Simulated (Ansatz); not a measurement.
# CoH4: the cost of one run

Program: Ansatz 0.2.0. Level of theory: DFT PBE, scalar-relativistic, plane waves, PAW. These are calculated values, not measurements.

1 further run of the same task is left out (it didn't finish).

## (1) Starting point

The structure is hexagonal, space group P6/mmm (No. 191). The conventional cell has a = 3.409 Å, b = 3.409 Å, c = 4.462 Å, α = 90.00°, β = 90.00°, γ = 120.00°. Co (site symmetry 6/mmm) has 8 H at 1.70 to 2.23 Å as nearest neighbours. H (site symmetry mmm) has 4 H at 1.70 Å and 2 Co at 1.70 Å as nearest neighbours. H (site symmetry 6/mmm) is surrounded by 2 Co at 2.23 Å.

Structure file:

```xyz
5
Lattice="3.4094 0.0000 0.0000 -1.7047 2.9526 0.0000 0.0000 0.0000 4.4618" Properties=species:S:1:pos:R:3 pbc="T T T"
Co    0.0000    0.0000    0.0000
H     1.7047    0.0000    0.0000
H    -0.8524    1.4763    0.0000
H     0.8524    1.4763    0.0000
H     0.0000    0.0000    2.2309
```

The cell is invented: random cell by space group and Wyckoff sites (P6/mmm, No. 191). Its size is a rough estimate.

## (2) The guess as it stands, on a coarse mesh

The input, input.yaml:

```yaml
crystal:
  lattice:
    - [3.40941925, 0.0, 0.0]
    - [-1.70470963, 2.95264368, 0.0]
    - [0.0, 0.0, 4.46182661]
  atoms:
    - { symbol: Co, position: [0.0, 0.0, 0.0], spin: 3.0 }
    - { symbol: H, position: [0.5, 0.0, 0.0] }
    - { symbol: H, position: [0.0, 0.5, 0.0] }
    - { symbol: H, position: [0.5, 0.5, 0.0] }
    - { symbol: H, position: [0.0, 0.0, 0.5] }
basis:
  ecutwfc: 420
kpoints:
  mp_grid: { grid: [6, 6, 4] }
hamiltonian:
  xc: pbe
scf:
  occupations: { method: gaussian, width: 0.1 }
  lower_state_search: "off"
output:
  forces: true
  stress: true
  eigenvalues: true
  populations: true
magnetization:
  spin_polarized: true
```

Started as:

```bash
ansatz run input.yaml --threads 1 --pin off --max-ram 2560MiB --backend cpu --events-out ev --progress --plain --runs-dir out
```

What time and memory should one allow on 1 thread of Arm Neoverse V2, shared host?

About 2.9 s, with a peak of 0.29 GiB.
